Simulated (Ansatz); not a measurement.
# SnSe5: the cost of one run

Computed with Ansatz 0.2.0 (DFT PBE, scalar-relativistic, plane waves, PAW, unless a step's input says otherwise).

2 further runs of the same task are left out: 2 that didn't finish. Runs told in other sessions of the task aren't counted.

## (1) Starting point

Symmetry: P-62m, No. 189, hexagonal system. The conventional cell has a = 6.472 Å, b = 6.472 Å, c = 3.914 Å, α = 90.00°, β = 90.00°, γ = 120.00°. Sn (site symmetry -62m) has 6 Se at 2.99 Å in its first shell of neighbours. Se (site symmetry -6) has 6 Se at 2.88 Å in its first shell of neighbours. Se (site symmetry m2m) has 4 Se at 2.88 Å and 2 Sn at 2.99 Å in its first shell of neighbours.

As a file:

```cif
data_structure
_symmetry_space_group_name_H-M 'P-62m'
_symmetry_Int_Tables_number 189
_cell_length_a 6.4725
_cell_length_b 6.4725
_cell_length_c 3.9140
_cell_angle_alpha 90.000
_cell_angle_beta 90.000
_cell_angle_gamma 120.000
_cell_volume 142.00
loop_
_atom_site_label
_atom_site_type_symbol
_atom_site_symmetry_multiplicity
_atom_site_Wyckoff_symbol
_atom_site_fract_x
_atom_site_fract_y
_atom_site_fract_z
_atom_site_occupancy
Sn1 Sn 1 b 0.00000 0.00000 0.50000 1
Se1 Se 2 d 0.33333 0.66667 0.50000 1
Se2 Se 3 f 0.00000 0.65042 0.00000 1
```

The cell was relaxed beforehand at this level, from a database cell with other species swapped in; it is a trial structure. At a tolerance of 0.05 Å it has space group P-62m (No. 189); it has 23.67 Å³/atom, an uncorrected energy of +0.18 eV/atom over the elements.

## (2) Bands, states and charges

input.yaml

```yaml
crystal:
  lattice:
    - [6.4724775473, 0.0, 0.0]
    - [-3.2362387737, 5.6053299814, 0.0]
    - [0.0, 0.0, 3.9139552424]
  atoms:
    - { symbol: Sn, position: [0.0, 0.0, 0.5] }
    - { symbol: Se, position: [0.3333333333, 0.6666666667, 0.5] }
    - { symbol: Se, position: [0.0, 0.6504236133, 0.0] }
    - { symbol: Se, position: [0.6504236133, 0.0, 0.0] }
    - { symbol: Se, position: [0.3495763867, 0.3495763867, 0.0] }
    - { symbol: Se, position: [0.6666666667, 0.3333333333, 0.5] }
basis:
  ecutwfc: 420
kpoints:
  mp_grid: { grid: [6, 6, 10] }
  band_path:
    path:
      - [[0.0, 0.0, 0.0], [0.5, 0.0, 0.0], [0.33333333, 0.33333333, 0.0], [0.0, 0.0, 0.0], [0.0, 0.0, 0.5], [0.5, 0.0, 0.5], [0.33333333, 0.33333333, 0.5], [0.0, 0.0, 0.5]]
      - [[0.5, 0.0, 0.5], [0.5, 0.0, 0.0]]
      - [[0.33333333, 0.33333333, 0.5], [0.33333333, 0.33333333, 0.0]]
    npoints: 14
hamiltonian:
  xc: pbe
scf:
  occupations: { method: gaussian, width: 0.1 }
  n_extra_bands: 15
output:
  forces: true
  stress: true
  eigenvalues: true
  populations: true
  dos: { projected: true, de: 0.02, nscf_kmesh: { grid: [8, 8, 12] } }
  bader: true
  write_density: true
  write_potential: true
  elf: true
  volumetric_format: npy
```

Command:

```
$ ansatz run input.yaml --threads 1 --pin off --max-ram 2560MiB --backend cpu --events-out ev --progress --plain --runs-dir out
```

What time and memory should one allow on 1 thread of Arm Neoverse V1, shared host?

About 3.8 min, with a peak of 0.84 GiB.
